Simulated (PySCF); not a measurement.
# A base run of AsF3 and its variants

Aim: run a base script for AsF3, then edit it and compare.

Computed with PySCF 2.14.0. Level: method and basis as typed in the scripts.

3 further runs of the same task are left out: 3 that didn't finish.

## Step 1: Where the work starts

AsF3: 4 atoms, charge 0, spin multiplicity 1.

Bond lengths: As1–F2 1.715 Å, As1–F3 1.715 Å, As1–F4 1.715 Å. Angles: F2–As1–F3 95.9°, F2–As1–F4 95.9°, F3–As1–F4 95.9°.

## Step 2: The run that the others are compared with

The input, input.py:

```python
from pyscf import gto, scf, mp

mol = gto.M(
    atom='As 0 0 0.3821; F 1.471 0 -0.5005; F -0.7355 1.2739 -0.5005; F -0.7355 -1.2739 -0.5005',
    basis='crenbl',
    ecp={'As': 'crenbl', 'F': 'crenbl'},
    charge=0,
    spin=0,
    verbose=4,
)
mf = scf.RHF(mol)
mf.kernel()
mp.MP2(mf).kernel()
mf.dip_moment()
print('orbital energies (hartree):', mf.mo_energy[..., max(0, mol.nelec[1]-3):mol.nelec[0]+3].round(4))
```

Launch:

```sh
$ OMP_NUM_THREADS=1 python input.py
```

Its log is not repeated here.

In short: E(SCF) = -183.373255 Eh, 9 cycles, E(MP2) − E(SCF) = -0.76071 Eh, μ = 3.98 D (of the SCF density).

## Step 3: Stability test

Edit 1 changes step after the SCF: mp2 → stability.

The input, input.py:

```python
from pyscf import gto, scf

mol = gto.M(
    atom='As 0 0 0.3821; F 1.471 0 -0.5005; F -0.7355 1.2739 -0.5005; F -0.7355 -1.2739 -0.5005',
    basis='crenbl',
    ecp={'As': 'crenbl', 'F': 'crenbl'},
    charge=0,
    spin=0,
    verbose=4,
)
mf = scf.RHF(mol)
mf.kernel()
mf.stability(internal=True, external=True)
mf.dip_moment()
print('orbital energies (hartree):', mf.mo_energy[..., max(0, mol.nelec[1]-3):mol.nelec[0]+3].round(4))
```

Launch:

```sh
$ OMP_NUM_THREADS=1 python input.py
```

## Step 4: Level shift 0.3 hartree

Edit 2 changes level shift: none → 0.3 hartree.

input.py: that of step 2 with these lines changed.

```diff
@@ -11,2 +11,3 @@
 mf = scf.RHF(mol)
+mf.level_shift = 0.3
 mf.kernel()
```

**Question.** What will these runs give? Wanted: for each run, E(SCF); from base; gap; SCF dipole; after the SCF.

As calculated:

| run | E(SCF) (hartree) | from base (eV) | cycles | gap (eV) | SCF dipole (D) | after the SCF |
| --- | --- | --- | --- | --- | --- | --- |
| base | -183.373255 | 0 | 9 | 15.76 | 3.98 | MP2 correlation -20.700 eV |
| stability test | -183.373255 | 0.0000 | 9 | 15.76 | 3.98 | stable |
| level shift 0.3 hartree | -183.373255 | 0.0000 | 12 | 15.76 | 3.98 | MP2 correlation -20.700 eV |

Distance from each run's final energy (log10 hartree) by cycle:

| run | cycle 1 | cycle 2 | cycle 3 | cycle 5 | cycle 8 | cycle 12 |
| --- | --- | --- | --- | --- | --- | --- |
| base | -1.0 | -1.5 | -2.7 | -4.9 | -9.4 | done |
| stability test | -1.0 | -1.5 | -2.7 | -4.9 | -9.4 | done |
| level shift 0.3 hartree | -0.9 | -1.8 | -2.7 | -3.9 | -6.2 | -10.4 |

**Reading.** No change of the SCF energy comes from level shift 0.3 hartree. The base needs 9 cycles and the run with level shift 0.3 hartree needs 12.
